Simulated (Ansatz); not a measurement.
# C₂H₄AlNTe: basis-set convergence

One table from this session's results is given with a row withheld; the runs are named, their logs left out.

Program: Ansatz 0.2.0, Gaussian basis. Level of theory: one geometry, several basis sets. These are calculated values, not measurements.

Plan: PBE0-D4/def2-SVP; ωB97M-V/def2-SVP; PBE0-D4/def2-QZVPP; ωB97M-V/def2-QZVPP; the functionals' def2-TZVPP values are taken from earlier runs.

## Structure used throughout

All runs share one geometry, relaxed beforehand with PBE0-D4 in a triple-zeta def2 set. Te takes the def2 core potential; no spin-orbit term is included.

SMILES `C1=N[CH2][AlH][Te]1`, 9 atoms, charge 0, spin multiplicity 1.

Atoms are counted from 1 here; the program's logs count them from 0.

Bond lengths: C1–N2 1.248 Å, C1–Te5 2.187 Å, C1–H6 1.088 Å, N2–C3 1.441 Å, C3–Al4 1.989 Å, C3–H7 1.097 Å, C3–H8 1.097 Å, Al4–Te5 2.493 Å, Al4–H9 1.580 Å. Angles: N2–C1–Te5 126.7°, N2–C1–H6 120.3°, Te5–C1–H6 113.0°, C1–N2–C3 123.6°, N2–C3–Al4 112.3°, N2–C3–H7 108.0°, N2–C3–H8 108.0°, Al4–C3–H7 112.0°, Al4–C3–H8 112.0°, H7–C3–H8 104.0°, C3–Al4–Te5 98.0°, C3–Al4–H9 131.4°, Te5–Al4–H9 130.6°, C1–Te5–Al4 79.3°.

Geometry (Å):

```csv
atom,x (Å),y (Å),z (Å)
C1,0.5443,1.1065,-1.0780
N2,1.1894,0.1927,-0.5237
C3,0.6119,-0.7351,0.4149
Al4,-1.3233,-0.3936,0.7218
Te5,-1.5779,1.5612,-0.8052
H6,1.0357,1.7782,-1.7796
H7,0.7972,-1.7516,0.0452
H8,1.1913,-0.6813,1.3454
H9,-2.3800,-1.1235,1.6420
```

The first run:

in.yaml

```yaml
crystal:
  periodic: [false, false, false]
  atoms:
    - {symbol: C, position_ang: [0.544312, 1.106514, -1.077980]}
    - {symbol: N, position_ang: [1.189426, 0.192738, -0.523691]}
    - {symbol: C, position_ang: [0.611933, -0.735121, 0.414925]}
    - {symbol: Al, position_ang: [-1.323332, -0.393569, 0.721786]}
    - {symbol: Te, position_ang: [-1.577858, 1.561181, -0.805181]}
    - {symbol: H, position_ang: [1.035681, 1.778180, -1.779575]}
    - {symbol: H, position_ang: [0.797179, -1.751553, 0.045224]}
    - {symbol: H, position_ang: [1.191252, -0.681268, 1.345362]}
    - {symbol: H, position_ang: [-2.379993, -1.123503, 1.642031]}
basis:
  gaussian: {orbitals: def2-SVP}
hamiltonian: {xc: pbe0, dispersion: d4}
output: {orbitals: {seedname: orbitals}}
```

Among the steps run: PBE0-D4 in def2-SVP; ωB97M-V in def2-SVP; PBE0-D4 in def2-QZVPP; ωB97M-V in def2-QZVPP.

One of the session's tables, all rows but one given; the rest of the session is left out.

It belongs to the step «Functionals by basis». 

```
functional       basis  HOMO (eV)  LUMO (eV)
   PBE0-D4    def2-SVP      -6.54      -1.37
   PBE0-D4  def2-TZVPP      -6.60      -1.39
   PBE0-D4  def2-QZVPP          ?          ?
   ωB97M-V    def2-SVP      -8.49       0.30
   ωB97M-V  def2-TZVPP      -8.58       0.22
   ωB97M-V  def2-QZVPP      -8.60       0.09
```

Estimate the missing values for PBE0-D4, def2-QZVPP.

As computed: HOMO (eV): -6.62; LUMO (eV): -1.41. In the column «HOMO (eV)» it lies between ωB97M-V, def2-SVP (-8.49) and PBE0-D4, def2-TZVPP (-6.60).
